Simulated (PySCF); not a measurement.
# MoO2(OH)2: geometry, NMR shifts and electronic excitations

What NMR shifts and electronic excitations should MoO2(OH)2 (`[O]=[Mo](=[O])([OH])[OH]`) show?

Programs: PySCF 2.14.0, with density-fitted response routines of our own. Each step states its level of theory. These are calculated values for one molecule in the gas phase, unless marked as measured. Atoms are numbered from 0 throughout.

## (1) Starting geometry

7 atoms, charge 0, multiplicity 1; geometry from: GFN2-xTB. The atoms were then displaced at random by about 0.03 Å, so the start is not that level's minimum.

Bonds of the start (Å): Mo0–O1 1.64, Mo0–O2 1.54, Mo0–O3 1.81, Mo0–O5 1.71, O3–H4 1.00, O5–H6 0.97.

## (2) Geometry optimisation at PBE0-D3(BJ)/def2-SVP

Job settings and geometry (Å):

```
{"job": {"xc": "PBE0", "basis": "def2-SVP", "d3": "d3bj", "grid": 1, "maxiter": 40, "shake": 0.03, "kind": "geom"}, "charge": 0, "multiplicity": 1}
Mo     0.370930     0.002070     0.253620
O      0.186450     0.363300     1.846940
O      1.819120     0.139550    -0.265180
O     -0.504560     1.315620    -0.636630
H     -0.986400     2.086670    -1.045040
O     -0.322930    -1.523580    -0.087300
H     -0.470740    -2.485630    -0.134970
```

Command:

```console
OMP_NUM_THREADS=1 python probes_run.py task.json out
```

This one command runs all jobs of the session in turn.

**Question.** This job is followed by: GIAO PBE0/pcSseg-1 Mo:def2-TZVP NMR shielding, non-relativistic, gas phase; TDDFT CAM-B3LYP/def2-SVPD, vertical, gas phase, core orbitals frozen in the response; GIAO KT2/pcSseg-1 Mo:def2-TZVP NMR shielding, non-relativistic, gas phase. Predict these results of the whole session: point group; rotational constants (main isotopes); 1H shifts against TMS (PBE0/def2-TZVP+pcSseg-1, means over atoms taken as alike); 17O shifts against H2O (PBE0/def2-TZVP+pcSseg-1, means over atoms taken as alike); surface potential, 1st and 99th percentile; lowest singlet (CAM-B3LYP/def2-SVPD); brightest single state of those computed; lowest triplet; vertical electron affinity (ΔSCF); range of the shift of O1.

The runs gave:

```
                                                                         quantity                         value
                                                                      point group                            C2
                                             rotational constants (main isotopes)          3.90, 3.50, 3.29 GHz
 1H shifts against TMS (PBE0/def2-TZVP+pcSseg-1, means over atoms taken as alike)                      7.11 ppm
17O shifts against H2O (PBE0/def2-TZVP+pcSseg-1, means over atoms taken as alike)             1002.7, 238.9 ppm
                                            surface potential, 1st and 99th percentile            -1.23 V and 2.93 V
                                             lowest singlet (CAM-B3LYP/def2-SVPD)   4.90 eV (253 nm), f = 0.001
                                         brightest single state of those computed  state 10, 6.74 eV, f = 0.018
                                                                   lowest triplet                       4.52 eV
                                                vertical electron affinity (ΔSCF)                       0.50 eV
                                                         range of the shift of O1           902.1 to 1002.7 ppm
```

What this shows: The start was shaken at random, so part of the energy gained undoes that. Over 26 steps the energy fell by 1.522 eV; of the close pairs, Mo0–O5 changed most, 1.710 to 1.865 Å. No frequency check was run at this level, so the end point may be a saddle. At PBE0/def2-TZVP+pcSseg-1: The widest tensor belongs to O1, O2: span 1017 ppm, with a paramagnetic part of -1069 ppm. At PBE0/def2-TZVP+pcSseg-1, counted by nearest atom on the grid, the HOMO lies on O1, O2 about 48 % each, the LUMO on Mo0 56 %; O1, O2 about 14 % each. The lowest singlet, at 4.90 eV, is HOMO→LUMO 0.49, HOMO→LUMO+1 0.48 and is weak; of the 10 states computed, the strongest absorption comes from state 10 at 6.74 eV (the last computed, so partners may be missing). The lowest triplet lies 0.38 eV below the lowest singlet (triplets in Tamm-Dancoff, singlets in full TDDFT). Across the 2 runs the shift of O1 (with its like atoms) moves most, between 902.1 (KT2/def2-TZVP+pcSseg-1) and 1002.7 ppm (PBE0/def2-TZVP+pcSseg-1). Spin-orbit coupling is left out, which matters for shieldings and couplings at and beside the heavy atoms.
